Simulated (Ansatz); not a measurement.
Ta3N: equation of state with PBEsol

The system is Ta3N.

```
CELL_PARAMETERS angstrom
3.03222 0.00000 0.00000
-1.51611 2.62598 0.00000
0.00000 0.00000 7.52414
ATOMIC_POSITIONS crystal
Ta 0.66667 0.33333 0.82607
Ta 0.33333 0.66667 0.17393
Ta 0.00000 0.00000 0.50000
N 0.00000 0.00000 0.00000
```

The cell comes from a database or a generator and needn't be the stable form of this composition.

```json
{
  "Program": "Ansatz 0.2.0",
  "Task": "equation of state",
  "Functional": "PBEsol",
  "Potentials or basis": "all-electron LAPW, scalar-relativistic",
  "Basis error allowed": "0.001 eV/atom",
  "k mesh": "10 × 10 × 4",
  "Occupations": "fermi-dirac, width 0.05 eV",
  "Spin": "no spin polarisation"
}
```

- Equilibrium volume: 14.50 Å³/atom
- Bulk modulus at fixed shape and positions: 263 GPa
- Pressure derivative of the bulk modulus: 4.1

Energy against volume, from the lowest point:
```
volume (Å³/atom)  energy (meV/atom)
          14.079               9.55
          14.379               0.00
          14.678               1.05
          14.978              11.65
          15.277              30.84
          15.577              57.76
          15.877              91.64
```

All runs of the series together: 6 min on 2 threads of Arm Neoverse V2, on a shared host.

Caveat: the cell was scaled at fixed shape and fractional positions, which overstates the stiffness of a crystal with free parameters, most of all of layers and chains. Spin-orbit coupling is left out, which matters for the levels of Ta.
